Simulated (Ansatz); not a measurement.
# F− with CH₆Si: structure and interaction energy, part 3 of 3

Ansatz 0.2.0, Gaussian basis.

**11. SPW92/def2-SVP**

ab/in.yaml

```yaml
crystal:
  periodic: [false, false, false]
  atoms:
    - {symbol: F, position_ang: [1.094158, 0.074383, -1.615347]}
    - {symbol: C, position_ang: [0.529870, -0.167768, 0.961986]}
    - {symbol: Si, position_ang: [-0.396886, 0.122301, -0.690288]}
    - {symbol: H, position_ang: [1.612719, -0.265463, 0.845467]}
    - {symbol: H, position_ang: [0.138749, -1.073406, 1.439075]}
    - {symbol: H, position_ang: [0.317195, 0.662901, 1.644219]}
    - {symbol: H, position_ang: [-0.617231, 1.540027, -1.187223]}
    - {symbol: H, position_ang: [-1.788414, 0.176195, 0.094229]}
    - {symbol: H, position_ang: [-0.890161, -1.068972, -1.492217]}
basis:
  gaussian: {orbitals: def2-SVP}
total_charge: -1
hamiltonian: {xc: lda}
```

a/in.yaml

```yaml
crystal:
  periodic: [false, false, false]
  atoms:
    - {symbol: F, position_ang: [1.094158, 0.074383, -1.615347]}
basis:
  gaussian:
    orbitals: def2-SVP
    ghost_atoms:
      - {symbol: C, position_ang: [0.529870, -0.167768, 0.961986]}
      - {symbol: Si, position_ang: [-0.396886, 0.122301, -0.690288]}
      - {symbol: H, position_ang: [1.612719, -0.265463, 0.845467]}
      - {symbol: H, position_ang: [0.138749, -1.073406, 1.439075]}
      - {symbol: H, position_ang: [0.317195, 0.662901, 1.644219]}
      - {symbol: H, position_ang: [-0.617231, 1.540027, -1.187223]}
      - {symbol: H, position_ang: [-1.788414, 0.176195, 0.094229]}
      - {symbol: H, position_ang: [-0.890161, -1.068972, -1.492217]}
total_charge: -1
hamiltonian: {xc: lda}
```

b/in.yaml

```yaml
crystal:
  periodic: [false, false, false]
  atoms:
    - {symbol: C, position_ang: [0.529870, -0.167768, 0.961986]}
    - {symbol: Si, position_ang: [-0.396886, 0.122301, -0.690288]}
    - {symbol: H, position_ang: [1.612719, -0.265463, 0.845467]}
    - {symbol: H, position_ang: [0.138749, -1.073406, 1.439075]}
    - {symbol: H, position_ang: [0.317195, 0.662901, 1.644219]}
    - {symbol: H, position_ang: [-0.617231, 1.540027, -1.187223]}
    - {symbol: H, position_ang: [-1.788414, 0.176195, 0.094229]}
    - {symbol: H, position_ang: [-0.890161, -1.068972, -1.492217]}
basis:
  gaussian:
    orbitals: def2-SVP
    ghost_atoms:
      - {symbol: F, position_ang: [1.094158, 0.074383, -1.615347]}
hamiltonian: {xc: lda}
```

The same command starts each run, in its folder.

Run with:

```
> ansatz run in.yaml --threads 4 --pin off --events-out ev --progress --plain --max-ram 9574MiB
```

Output in ab, shortened:

```text
Functional definition: SPW92
  name "SPW92"
  cite "Dirac, Proc. Camb. Phil. Soc. 26, 376 (1930) doi:10.1017/S0305004100016108"
  cite "Slater, Phys. Rev. 81, 385 (1951) doi:10.1103/PhysRev.81.385"
  cite "Perdew & Wang, Phys. Rev. B 45, 13244 (1992) doi:10.1103/PhysRevB.45.13244"
[...]
850 factors; their error is unknown
[...]
mean field -11664.44007782 eV, -428.6602664186 hartree, gradient 2.3e-5 eV, S^2 0.000000; 0 other end points of the search recorded, 0 dependent functions left out
reference -11664.44010800 eV, -428.6602675274 hartree; 18, 18 occupied and 58, 58 virtual orbitals, 850 factors
Total energy: -11664.44010800 eV, -428.6602675274 hartree
```

a printed, shortened:

```text
[... 5 set-up lines as earlier in the session ...]
[...]
640 factors; their error is unknown
[...]
mean field -2696.50167055 eV, -99.0946086383 hartree, gradient 9.6e-6 eV, S^2 0.000000; 0 other end points of the search recorded, 0 dependent functions left out
reference -2696.50169901 eV, -99.0946096840 hartree; 5, 5 occupied and 71, 71 virtual orbitals, 640 factors
Total energy: -2696.50169901 eV, -99.0946096840 hartree
```

Log of b, shortened:

```text
[... 5 set-up lines as earlier in the session ...]
[...]
809 factors; their error is unknown
[...]
mean field -8964.93888994 eV, -329.4554275515 hartree, gradient 2.5e-5 eV, S^2 0.000000; 0 other end points of the search recorded, 0 dependent functions left out
reference -8964.93891981 eV, -329.4554286491 hartree; 13, 13 occupied and 63, 63 virtual orbitals, 809 factors
Total energy: -8964.93891981 eV, -329.4554286491 hartree
```

Wall times: 0.3 s (ab), 0.25 s (a), 0.3 s (b) on 4 threads of Arm Neoverse V1, shared host.

E(ab) − E(a) − E(b) = -69.17 kcal/mol.

**12. wB97M-V/def2-SVP**

The same edit goes into each in.yaml of step 11 (ab, a, b):

```diff
-hamiltonian: {xc: lda}
+hamiltonian: {xc: {name: wB97M-V}}
```

The same command starts each run, in its folder.

Run with:

```
> ansatz run in.yaml --threads 4 --pin off --events-out ev --progress --plain --max-ram 9574MiB
```

Output in ab, shortened:

```text
[... 5 set-up lines as earlier in the session ...]
  # Of w^i u^j: cxij and so on, Table III.
[...]
  gx(w, u) = 1 - cx + cx01*u + cx10*w
[...]
      + integral(e_c_pw_mod_opposite_spin*gos(b97_w_opposite, b97_u_opposite)) + vv10(b, c)
850 factors; their error is unknown
244 factors; integrals over basis functions are off by at most 8.5e-6 eV
[...]
mean field -11722.51745613 eV, -430.7945707050 hartree, gradient 4.3e-5 eV, S^2 0.000000; 0 other end points of the search recorded, 0 dependent functions left out
reference -11722.51749395 eV, -430.7945720949 hartree; 18, 18 occupied and 58, 58 virtual orbitals, 850 factors
Total energy: -11722.51749395 eV, -430.7945720949 hartree
```

Log of a, shortened:

```text
[... 5 set-up lines as earlier in the session ...]
  # Of w^i u^j: cxij and so on, Table III.
[...]
  gx(w, u) = 1 - cx + cx01*u + cx10*w
[...]
      + integral(e_c_pw_mod_opposite_spin*gos(b97_w_opposite, b97_u_opposite)) + vv10(b, c)
640 factors; their error is unknown
203 factors; integrals over basis functions are off by at most 1.4e-5 eV
[...]
mean field -2713.24455613 eV, -99.7098983344 hartree, gradient 5.4e-5 eV, S^2 0.000000; 0 other end points of the search recorded, 0 dependent functions left out
reference -2713.24459196 eV, -99.7098996514 hartree; 5, 5 occupied and 71, 71 virtual orbitals, 640 factors
Total energy: -2713.24459196 eV, -99.7098996514 hartree
```

b printed, shortened:

```text
[... 5 set-up lines as earlier in the session ...]
  # Of w^i u^j: cxij and so on, Table III.
[...]
  gx(w, u) = 1 - cx + cx01*u + cx10*w
[...]
      + integral(e_c_pw_mod_opposite_spin*gos(b97_w_opposite, b97_u_opposite)) + vv10(b, c)
809 factors; their error is unknown
236 factors; integrals over basis functions are off by at most 1.1e-5 eV
[...]
mean field -9006.31821249 eV, -330.9760896073 hartree, gradient 4.2e-5 eV, S^2 0.000000; 0 other end points of the search recorded, 0 dependent functions left out
reference -9006.31824993 eV, -330.9760909830 hartree; 13, 13 occupied and 63, 63 virtual orbitals, 809 factors
Total energy: -9006.31824993 eV, -330.9760909830 hartree
```

Wall times: 2.1 s (ab), 1.8 s (a), 1.9 s (b) on 4 threads of Arm Neoverse V1, shared host.

E(ab) − E(a) − E(b) = -68.14 kcal/mol.

**13. CCSD(T)/def2-SVP**

Each input of step 12 (ab, a, b) changes in the same lines:

```diff
-hamiltonian: {xc: {name: wB97M-V}}
+correlation: {method: ccsd_t}
```

Each run has its own folder and the same command.

Run with:

```
> ansatz run in.yaml --threads 4 --pin off --events-out ev --progress --plain --max-ram 9574MiB
```

ab printed, shortened:

```text
[... 4 set-up lines as earlier in the session ...]
[...]
752 factors; integrals over basis functions are off by at most 1.3e-3 eV
[...]
mean field -11688.52089069 eV, -429.5452199690 hartree, gradient 1.4e-6 eV, S^2 0.000000; 0 other end points of the search recorded, 0 dependent functions left out
7 core orbitals not correlated: weight in the atoms' cores, before any rotation towards them, 1.000 or more for the frozen orbitals, at most 0.000 for the correlated occupied ones
reference -11688.52089069 eV, -429.5452199690 hartree; 11, 11 occupied and 58, 58 virtual orbitals, 752 factors
second order -12.59468082 eV of doubles, -0.00000000 eV of singles
cycle   1  -13.34136342 eV  change   -7.5e-1 eV  update   7.7e-2
[...]
cycle   9  -13.75038529 eV  change    8.5e-8 eV  update   1.1e-5
perturbative correction -0.26221624 eV, -0.0096362690 hartree
Total energy: -11702.53349222 eV, -430.0601735769 hartree
```

Log of a, shortened:

```text
[... 4 set-up lines as earlier in the session ...]
[...]
623 factors; integrals over basis functions are off by at most 1.4e-3 eV
[...]
mean field -2702.34964781 eV, -99.3095178385 hartree, gradient 2.1e-6 eV, S^2 0.000000; 0 other end points of the search recorded, 0 dependent functions left out
1 core orbitals not correlated: weight in the atoms' cores, before any rotation towards them, 1.000 or more for the frozen orbitals, at most 0.000 for the correlated occupied ones
reference -2702.34964781 eV, -99.3095178385 hartree; 4, 4 occupied and 71, 71 virtual orbitals, 623 factors
second order -5.60515693 eV of doubles, -0.00000000 eV of singles
cycle   1  -5.48759557 eV  change    1.2e-1 eV  update   7.7e-2
[...]
cycle  13  -5.64072543 eV  change    3.0e-6 eV  update   3.2e-6
perturbative correction -0.06620552 eV, -0.0024330080 hartree
Total energy: -2708.05657876 eV, -99.5192436827 hartree
```

b printed, shortened:

```text
[... 4 set-up lines as earlier in the session ...]
[...]
699 factors; integrals over basis functions are off by at most 1.3e-3 eV
[...]
mean field -8983.23388444 eV, -330.1277561984 hartree, gradient 1.6e-6 eV, S^2 0.000000; 0 other end points of the search recorded, 0 dependent functions left out
6 core orbitals not correlated: weight in the atoms' cores, before any rotation towards them, 1.000 or more for the frozen orbitals, at most 0.000 for the correlated occupied ones
reference -8983.23388444 eV, -330.1277561984 hartree; 7, 7 occupied and 63, 63 virtual orbitals, 699 factors
second order -7.16697963 eV of doubles, -0.00000000 eV of singles
cycle   1  -7.99956841 eV  change   -8.3e-1 eV  update   6.8e-2
[...]
cycle   9  -8.33567149 eV  change    4.5e-6 eV  update   8.4e-6
perturbative correction -0.21786282 eV, -0.0080063109 hartree
Total energy: -8991.78741875 eV, -330.4420927865 hartree
```

Times: 1.1 s (ab), 0.45 s (a), 0.65 s (b) on 4 threads of Arm Neoverse V1, shared host.

E(ab) − E(a) − E(b) = -62.02 kcal/mol.

**14. Vibrations of the pair**

vib/in.yaml

```yaml
crystal:
  periodic: [false, false, false]
  atoms:
    - {symbol: F, position_ang: [1.094158, 0.074383, -1.615347]}
    - {symbol: C, position_ang: [0.529870, -0.167768, 0.961986]}
    - {symbol: Si, position_ang: [-0.396886, 0.122301, -0.690288]}
    - {symbol: H, position_ang: [1.612719, -0.265463, 0.845467]}
    - {symbol: H, position_ang: [0.138749, -1.073406, 1.439075]}
    - {symbol: H, position_ang: [0.317195, 0.662901, 1.644219]}
    - {symbol: H, position_ang: [-0.617231, 1.540027, -1.187223]}
    - {symbol: H, position_ang: [-1.788414, 0.176195, 0.094229]}
    - {symbol: H, position_ang: [-0.890161, -1.068972, -1.492217]}
basis:
  gaussian: {orbitals: def2-TZVP}
total_charge: -1
hamiltonian: {xc: pbe0, dispersion: d4}
phonons: {temperatures: {t_min: 298.15, t_max: 900, t_step: 200}}
```

Run with:

```
> ansatz run in.yaml --threads 4 --pin off --events-out ev --progress --plain --max-ram 9574MiB
```

Output, shortened:

```text
[... 5 set-up lines as earlier in the session ...]
[...]
868 factors; their error is unknown
[...]
mean field -11725.44691535 eV, -430.9022263458 hartree, gradient 7.0e-5 eV, S^2 0.000000; 0 other end points of the search recorded, 0 dependent functions left out
[...]
Atom 7 at    -1.788414     0.176195     0.094229 Å, force     0.010058    -0.001707     0.002215 eV/Å
Atom 8 at    -0.890161    -1.068972    -1.492217 Å, force    -0.020208    -0.003874     0.009090 eV/Å
Dipole moment:     0.368985    -0.074878     0.310025 e Å
Vibrations: 112.96 283.05 386.13 517.30 564.70 633.14 650.78 835.66 836.99 940.83 1096.52 1152.43 1218.42 1440.25 1460.67 1625.32 2017.77 2018.99 3016.81 3090.77 3108.98 cm⁻¹, zero-point energy 1.674312 eV
```

Wall time 41 s (4 threads of Arm Neoverse V1, shared host).

The modes, with what each moves most:

```csv
mode,wavenumber (cm⁻¹),character
1,113,torsion
2,283,bend
3,386,bend
4,517,Si–F stretch
5,565,bend with Si–F stretch
6,633,Si–C stretch
7,651,wag or twist with bend
8,836,bend with wag or twist
9,837,bend
10,941,bend with wag or twist
11,1097,bend
12,1152,bend
13,1218,bend
14,1440,bend
15,1461,bend
16,1625,Si–H stretch
17,2018,Si–H stretch
18,2019,Si–H stretch
19,3017,C–H stretch
20,3091,C–H stretch
21,3109,C–H stretch
```

Vibrational sums (real modes only):

```csv
T (K),entropy (J/mol/K),heat capacity (J/mol/K)
298,34.8,50.0
498,68.9,83.7
698,101.1,107.0
898,130.1,123.1
```

**15. The ladder**

The basis limit takes Hartree-Fock with exponent 7.88 and MP2 correlation with exponent 2.97 from the triple- and quadruple-zeta runs, and adds the coupled-cluster step over MP2 from triple zeta. Where a quadruple-zeta run was CCSD(T), only its Hartree-Fock and MP2 parts are used.

Rows are in def2-TZVPPD; times add the 3 runs of a level on a shared host, so small differences are noise.

Differences are taken before rounding.

```csv
method,rung,interaction (kcal/mol),from CCSD(T)/CBS (kcal/mol),time
PBE-D4,GGA,-57.18,+6.17,4.1 s
revPBE-D4,GGA,-56.39,+6.95,4.2 s
BLYP-D4,GGA,-54.51,+8.83,4.5 s
r2SCAN-D4,meta-GGA,-62.84,+0.50,7.5 s
B97M-V,meta-GGA,-64.71,-1.37,15 s
PBE0-D4,hybrid,-62.26,+1.08,4.3 s
B3LYP-D4,hybrid,-59.38,+3.97,5.2 s
HSE06-D4,screened hybrid,-62.22,+1.13,4.9 s
wB97X-V,range-separated hybrid,-61.75,+1.59,14 s
wB97M-V,range-separated hybrid,-62.78,+0.57,16 s
B2PLYP,double hybrid,-58.67,+4.67,9 s
Hartree-Fock,wavefunction,-63.84,-0.50,
MP2,wavefunction,-60.25,+3.10,
CCSD,wavefunction,-61.10,+2.24,
CCSD(T),wavefunction,-60.34,+3.00,89 s
CCSD(T)/CBS,,-63.34,0,2 min
```

Among the levels timed on like hardware and quicker than the yardstick, those that no quicker one beats, quickest first: PBE-D4 (4.1 s, +6.17 kcal/mol); PBE0-D4 (4.3 s, +1.08 kcal/mol); r2SCAN-D4 (7.5 s, +0.50 kcal/mol).

For cost: r2SCAN-D4 gets within 0.50 kcal/mol in 7.5 s, where CCSD(T)/CBS took 2 min; the quickest level in the cost chart, PBE-D4, takes 4.1 s and misses by 6.17 kcal/mol.

**16. Results**

The summary covers parts 1 to 3.

| quantity | value |
| --- | --- |
| interaction energy, CCSD(T)/CBS | -63.34 kcal/mol |
| of it Hartree-Fock (basis limit) | -64.82 kcal/mol |
| D4 term of PBE0-D4 | -1.26 kcal/mol |
| shortest contact | F1–Si3 1.76 Å |
| lowest wavenumber | 113 cm⁻¹ |

The pair is bound by 63.34 kcal/mol at fixed fragment shapes. Hartree-Fock gives 102 % of it, so electrostatics, induction and charge transfer lead. Among the functionals r2SCAN-D4 lands nearest to CCSD(T)/CBS (+0.50 kcal/mol) and BLYP-D4 farthest (+8.83 kcal/mol). By rung, the mean size of the error is: GGA 7.32, meta-GGA 0.94, hybrid 2.52, screened hybrid 1.13, range-separated hybrid 1.08, double hybrid 4.67 kcal/mol. The double hybrids carry no dispersion term here, unlike the levels marked D4 or V. PBE-D4 gives an interaction energy 6.17 kcal/mol too high, an error of 10 % of the reference. CCSD(T) moves by -3.00 kcal/mol from triple zeta to the limit; gaps between functionals far smaller than that don't rank them. A lower arrangement may exist.
